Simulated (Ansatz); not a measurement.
This script makes vertical spin-state energies of FSn (charge +1) with Ansatz 0.2.0, Python API.

The script, `spin.py`:
```python
"""Gap between spin states of FSn(+) at one geometry."""

import ansatz

geometry_ang = [
    ("Sn", (0.0, 0.0, 0.0)),
    ("F", (0.0, 0.0, 2.065)),
]
geometry = ansatz.Crystal.molecule()
for symbol, xyz in geometry_ang:
    geometry = geometry.atom(symbol, xyz)

model = (
    geometry.calculation()
    .basis(gaussian="def2-SVPD")
    .functional("hf")
    .charge(1)
)
found = {}
for unpaired in [0, 2]:
    summary = model.spin("collinear", total=unpaired).run().report
    s = unpaired / 2
    found[unpaired] = summary["free_energy_ev"]
    print(f"2S+1 = {unpaired + 1}: E = {found[unpaired]:.5f} eV, <S^2> = {abs(summary['mean_field']['state']['spin_squared']):.3f} (pure state {s * (s + 1):.2f})")
lowest = min(found, key=found.get)
for unpaired, e in found.items():
    print(f"multiplicity {unpaired + 1}: {23.060548 * (e - found[lowest]):.1f} kcal/mol above the lowest")
```

Which spin state is lowest at this geometry, and how far above lie the others?

In order: multiplicity 1 (+0.00 eV) and multiplicity 3 (+3.43 eV), all at the one geometry.

The run itself:

```console
$ python spin.py
2S+1 = 1: E = -8502.84763 eV, <S^2> = 0.000 (pure state 0.00)
2S+1 = 3: E = -8499.42088 eV, <S^2> = 2.079 (pure state 2.00)
multiplicity 1: 0.0 kcal/mol above the lowest
multiplicity 3: 79.0 kcal/mol above the lowest
```

These settings explore the input space; basis and method may be short of convergence. The geometry is a force-field or estimated start, not a minimum of this method, and the basis set is short of its limit. All parts are taken at fixed geometry, without zero-point energy. def2 sets replace the cores of elements past krypton by effective core potentials. Hartree-Fock leaves correlation out, so it favours high-spin states too much. Spin-orbit coupling, which mixes and shifts the spin states of heavy atoms, is left out. The spin state was assumed, and another may lie lower. Timing: 5 s on 1 thread of Intel(R) Xeon(R) Platinum 8259CL CPU @ 2.50GHz (Skylake/Cascade Lake), with other jobs on the host, peak memory 0.19 GiB.
